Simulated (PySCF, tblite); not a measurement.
# C9H6N2: geometry, infrared bands and NMR shifts

Wanted: the infrared bands and NMR shifts of C9H6N2 (`N#Cc1ccn2cccc2c1`), by calculation.

Computed with tblite 0.8.0 and PySCF 2.14.0, with density-fitted response routines of our own, on a single molecule in the gas phase. Atoms count from 0, in the outputs and in this text.

### Step 1. The starting structure

17 atoms, charge 0, multiplicity 1; geometry from: force field or distance geometry start.

Bonds of the start (Å): N0–C1 1.17, C1–C2 1.44, C2–C3 1.40, C3–C4 1.40, C4–N5 1.35, N5–C6 1.35, C6–C7 1.39, C7–C8 1.40, C8–C9 1.39, C9–C10 1.38, C10–C2 1.37, C9–N5 1.34, C3–H11 1.07, C4–H12 1.08, C6–H13 1.08, C7–H14 1.07, C8–H15 1.07, C10–H16 1.09.

### Step 2. Relaxing the molecule with GFN2-xTB

Job settings and geometry (Å):

```
{"job": {"kind": "relax", "xc": "GFN2-xTB", "basis": "xTB"}, "charge": 0, "multiplicity": 1}
N     -4.064600    -1.811900    -0.067100
C     -3.051600    -1.229400    -0.037900
C     -1.790700    -0.535600     0.027300
C     -1.791700     0.839400     0.301400
C     -0.548800     1.472400     0.357200
N      0.587700     0.779800     0.114100
C      1.870700     1.205700     0.103900
C      2.684600     0.118300    -0.178900
C      1.872500    -1.012900    -0.356100
C      0.586000    -0.537500    -0.155500
C     -0.618600    -1.213300    -0.211200
H     -2.684700     1.395300     0.498900
H     -0.547800     2.532000     0.581600
H      2.177200     2.223000     0.296400
H      3.753100     0.079600    -0.272600
H      2.192300    -2.008200    -0.580200
H     -0.632500    -2.284500    -0.431200
```

Command:

```console
OMP_NUM_THREADS=1 python probes_run.py task.json out
```

This one command runs all jobs of the session in turn.

**Question.** This job is followed by: GFN2-xTB harmonic vibrations, gas phase; GIAO PBE0/pcSseg-1 NMR shielding, non-relativistic, gas phase. Predict these results of the whole session: strongest single infrared mode (GFN2-xTB); zero-point energy (GFN2-xTB); ¹³C shifts against TMS (PBE0/pcSseg-1); ¹H shifts against TMS (PBE0/pcSseg-1); ¹⁵N shifts against NH3 (PBE0/pcSseg-1).

As calculated:

```
                                 quantity                                                              value
strongest single infrared mode (GFN2-xTB)                                              2367 cm⁻¹, 397 km/mol
             zero-point energy (GFN2-xTB)                                                      78.0 kcal/mol
   ¹³C shifts against TMS (PBE0/pcSseg-1)  136.4, 134.1, 128.0, 124.5, 123.5, 119.2, 117.8, 110.4, 104.0 ppm
    ¹H shifts against TMS (PBE0/pcSseg-1)                             8.10, 8.07, 7.50, 7.30, 7.07, 6.94 ppm
   ¹⁵N shifts against NH3 (PBE0/pcSseg-1)                                                   315.8, 218.2 ppm
```

**Reading.** The optimisation took 34 steps and gained 0.262 eV; among the close pairs (by a distance rule), N5–C9 changed most, from 1.345 to 1.400 Å. All 45 modes are real, so the xTB geometry is a minimum. The strongest single mode, at 2367 cm⁻¹, moves mainly C1 and N0. Unscaled tight-binding wavenumbers are off by several per cent, some by more. Its intensities can rank the bands wrongly. At PBE0/pcSseg-1: Shielding is most anisotropic at N0 (span 439 ppm, paramagnetic term -389 ppm). NICS(1)zz of -18 ppm above the planar ring from C2 marks a diatropic (aromatic) ring current. NICS(1)zz of -40 ppm above the planar ring from N5 marks a diatropic (aromatic) ring current.
